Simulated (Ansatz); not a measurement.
# TiO2: the cost of one run

Computed with Ansatz 0.2.0 (DFT, PBE, plane-wave PAW, default files, scalar-relativistic, as far as a step names no other, unless a step's input says otherwise).

1 further run of the same task is left out (it didn't finish).

## (1) The structure to begin with

The structure is orthorhombic, space group Pbca (No. 61). The conventional cell has a = 5.149 Å, b = 9.194 Å, c = 5.459 Å, α = 90.00°, β = 90.00°, γ = 90.00°. Around Ti (site symmetry 1) lie 6 O at 1.87 to 2.05 Å. O (site symmetry 1) is surrounded by 3 Ti at 1.92 to 2.05 Å. O (site symmetry 1) has 3 Ti at 1.87 to 2.00 Å as nearest neighbours.

As a file:

```cif
data_structure
_symmetry_space_group_name_H-M 'P 1'
_symmetry_Int_Tables_number 1
_cell_length_a 5.1491
_cell_length_b 9.1942
_cell_length_c 5.4591
_cell_angle_alpha 90.000
_cell_angle_beta 90.000
_cell_angle_gamma 90.000
_cell_volume 258.45
loop_
_atom_site_label
_atom_site_type_symbol
_atom_site_fract_x
_atom_site_fract_y
_atom_site_fract_z
_atom_site_occupancy
Ti1 Ti 0.13791 0.37103 0.40258 1
Ti2 Ti 0.63791 0.12897 0.59742 1
Ti3 Ti 0.36209 0.62897 0.90258 1
Ti4 Ti 0.86209 0.87103 0.09742 1
Ti5 Ti 0.86209 0.62897 0.59742 1
Ti6 Ti 0.36209 0.87103 0.40258 1
Ti7 Ti 0.63791 0.37103 0.09742 1
Ti8 Ti 0.13791 0.12897 0.90258 1
O1 O 0.46471 0.26971 0.38999 1
O2 O 0.96471 0.23029 0.61001 1
O3 O 0.03529 0.73029 0.88999 1
O4 O 0.53529 0.76971 0.11001 1
O5 O 0.53529 0.73029 0.61001 1
O6 O 0.03529 0.76971 0.38999 1
O7 O 0.96471 0.26971 0.11001 1
O8 O 0.46471 0.23029 0.88999 1
O9 O 0.81663 0.01048 0.85119 1
O10 O 0.31663 0.48952 0.14881 1
O11 O 0.68337 0.98952 0.35119 1
O12 O 0.18337 0.51048 0.64881 1
O13 O 0.18337 0.98952 0.14881 1
O14 O 0.68337 0.51048 0.85119 1
O15 O 0.31663 0.01048 0.64881 1
O16 O 0.81663 0.48952 0.35119 1
```

## (2) Single point at the given positions

input.yaml

```yaml
crystal:
  lattice:
    - [5.14911908, 0.0, 0.0]
    - [0.0, 9.1942033, 0.0]
    - [0.0, 0.0, 5.45912219]
  atoms:
    - { symbol: Ti, position: [0.13791051, 0.37103051, 0.40258238] }
    - { symbol: Ti, position: [0.63791051, 0.12896949, 0.59741762] }
    - { symbol: Ti, position: [0.36208949, 0.62896949, 0.90258238] }
    - { symbol: Ti, position: [0.86208949, 0.87103051, 0.09741762] }
    - { symbol: Ti, position: [0.86208949, 0.62896949, 0.59741762] }
    - { symbol: Ti, position: [0.36208949, 0.87103051, 0.40258238] }
    - { symbol: Ti, position: [0.63791051, 0.37103051, 0.09741762] }
    - { symbol: Ti, position: [0.13791051, 0.12896949, 0.90258238] }
    - { symbol: O, position: [0.46471012, 0.26970996, 0.38999398] }
    - { symbol: O, position: [0.96471012, 0.23029004, 0.61000602] }
    - { symbol: O, position: [0.03528988, 0.73029004, 0.88999398] }
    - { symbol: O, position: [0.53528988, 0.76970996, 0.11000602] }
    - { symbol: O, position: [0.53528988, 0.73029004, 0.61000602] }
    - { symbol: O, position: [0.03528988, 0.76970996, 0.38999398] }
    - { symbol: O, position: [0.96471012, 0.26970996, 0.11000602] }
    - { symbol: O, position: [0.46471012, 0.23029004, 0.88999398] }
    - { symbol: O, position: [0.81663133, 0.01047947, 0.85118859] }
    - { symbol: O, position: [0.31663133, 0.48952053, 0.14881141] }
    - { symbol: O, position: [0.68336867, 0.98952053, 0.35118859] }
    - { symbol: O, position: [0.18336867, 0.51047947, 0.64881141] }
    - { symbol: O, position: [0.18336867, 0.98952053, 0.14881141] }
    - { symbol: O, position: [0.68336867, 0.51047947, 0.85118859] }
    - { symbol: O, position: [0.31663133, 0.01047947, 0.64881141] }
    - { symbol: O, position: [0.81663133, 0.48952053, 0.35118859] }
kpoints:
  mp_grid: { grid: [5, 3, 5] }
scf:
  occupations: { method: fermi_dirac, width: 0.02 }
hamiltonian:
  xc: pbe
  pseudopotentials: { kind: paw }
output:
  forces: true
  stress: true
  populations: true
  efg:
    quadrupole_moments_barn: { Ti: 0.247, O: -0.02558 }
    contact_densities: true
```

The run is started by

```
ansatz run input.yaml --threads 1 --pin off --max-ram 2560MiB --backend cpu --events-out ev --progress --plain --runs-dir out
```

Q: Estimate wall time and peak memory on 1 thread of Intel Xeon Platinum 8375C at 2.90GHz (Ice Lake), shared host.

About 38 s, with a peak of 0.85 GiB.
